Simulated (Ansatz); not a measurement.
This script for a ladder of methods at one geometry of AlH₅N₂O, SMILES [NH2][Al]([NH2])[OH] with the Python package of Ansatz (0.2.0) holds a mistake.

Script `alh5n2o.py`:
```python
"""AlH5N2O at several levels of theory."""

import ansatz as az


def main() -> None:
    geometry_ang = [
        ("N", (-0.2139, 1.3902, -1.1776)),
        ("Al", (-0.1051, 0.0, 0.0637)),
        ("N", (1.3447, -1.1998, -0.0593)),
        ("O", (-1.2914, -0.2042, 1.3721)),
        ("H", (-0.3706, 0.9926, -2.15)),
        ("H", (-1.1582, 1.9427, -0.9746)),
        ("H", (1.8909, -1.1642, 0.8819)),
        ("H", (1.0167, -2.1443, -0.1506)),
        ("H", (-1.0246, 0.3408, 2.1773)),
    ]
    alh5n2o = az.Crystal.molecule()
    for symbol, xyz in geometry_ang:
        alh5n2o = alh5n2o.atom(symbol, xyz)

    base = alh5n2o.calculation().basis(gaussian="def2-SVP")

    methods = ["mp2", "ccsd", "ccsd_t"]
    reports = [base.correlation(m).run(threads=1, pin="off").report for m in methods]
    print(f"Hartree-Fock reference {reports[0]['reference_energy_ev'] / 27.211386246:.6f} Ha")
    best = reports[-1]["free_energy_ev"] - reports[-1]["reference_energy_ev"]
    for method, each in zip(methods, reports):
        gained = each["free_energy_ev"] - each["reference_energy_ev"]
        print(f"{method:8s} total {each['total_energy'] / 27.211386246:.6f} Ha  correlation {gained:9.4f} eV  ({100 * gained / best:.1f} % of the last)")


if __name__ == "__main__":
    main()
```

Output of `python alh5n2o.py`:
```text
Hartree-Fock reference -428.446689 Ha
Traceback (most recent call last):
  File "alh5n2o.py", line 34, in <module>
    main()
    ~~~~^^
  File "alh5n2o.py", line 30, in main
    print(f"{method:8s} total {each['total_energy'] / 27.211386246:.6f} Ha  correlation {gained:9.4f} eV  ({100 * gained / best:.1f} % of the last)")
                               ~~~~^^^^^^^^^^^^^^^^
KeyError: 'total_energy'
```

Find the fault and give the corrected script.

The fault: the report has no such key (the free energy stands under free_energy_ev). The correction:

```diff
--- before
+++ after
@@ -29,3 +29,3 @@
         gained = each["free_energy_ev"] - each["reference_energy_ev"]
-        print(f"{method:8s} total {each['total_energy'] / 27.211386246:.6f} Ha  correlation {gained:9.4f} eV  ({100 * gained / best:.1f} % of the last)")
+        print(f"{method:8s} total {each['free_energy_ev'] / 27.211386246:.6f} Ha  correlation {gained:9.4f} eV  ({100 * gained / best:.1f} % of the last)")
```

After the fix:

Output of `python alh5n2o.py`:
```text
Hartree-Fock reference -428.446689 Ha
mp2      total -429.054214 Ha  correlation  -16.5316 eV  (93.2 % of the last)
ccsd     total -429.082526 Ha  correlation  -17.3020 eV  (97.6 % of the last)
ccsd_t   total -429.098465 Ha  correlation  -17.7357 eV  (100.0 % of the last)
```

What to keep in mind:
- Total energies depend on the basis set; only differences at equal settings carry meaning.
- The geometry is a force-field or estimated start, not a minimum of this method, and the basis set is short of its limit. A lower total doesn't mark the better method: functionals have no common bound, and MP2 and coupled cluster aren't variational.
- Inner cores stay frozen, so this is valence correlation.
- Finished in 8 s on 1 thread of Intel(R) Xeon(R) 6975P-C (Granite Rapids), on a shared host, peak memory 0.34 GiB.
